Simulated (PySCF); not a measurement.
# C7H10Se: the cost of one run

Computed with PySCF 2.14.0 and routines of our own; the level stands in each step. Atoms count from 0.

## 1. The starting structure

18 atoms, charge 0, multiplicity 1; geometry from: GFN2-xTB.

## 2. Magnetic properties: GIAO B3LYP/pcSseg-1

The job: settings as JSON, then the geometry in Å.

```
{"job": {"kind": "mag", "xc": "B3LYP", "basis": "pcSseg-1", "isotopologues": 2}, "charge": 0, "multiplicity": 1}
C     -1.585704     0.882800     0.304365
C     -1.242790    -0.016970    -0.606250
C     -2.101526    -0.355468    -1.784013
C      0.063845    -0.746168    -0.563795
C      0.777785    -0.692019     0.746026
C      1.922331    -0.042186     0.845571
C      2.494717     0.621001    -0.360065
Se     1.359257     0.079022    -1.875487
H     -0.948541     1.123413     1.138265
H     -2.524310     1.407347     0.250132
H     -1.516709    -0.248172    -2.700456
H     -2.969030     0.295920    -1.838446
H     -2.439945    -1.389818    -1.724249
H     -0.078748    -1.780130    -0.897282
H      0.304906    -1.187569     1.580651
H      2.476256     0.043291     1.768692
H      3.520026     0.301946    -0.557833
H      2.479420     1.710078    -0.267001
```

Level: GIAO B3LYP/pcSseg-1 magnetisability, rotational g tensor and spin-rotation constants, non-relativistic, gas phase.

Command:

```sh
$ OMP_NUM_THREADS=1 python excited_run.py task.json out
```

One launch serves the whole session: the jobs run in the order shown.

Q: Estimate the wall time and peak memory of this first job on 1 thread of AMD EPYC 9R45, shared host.

About 31 s, with a peak of 1 GiB.
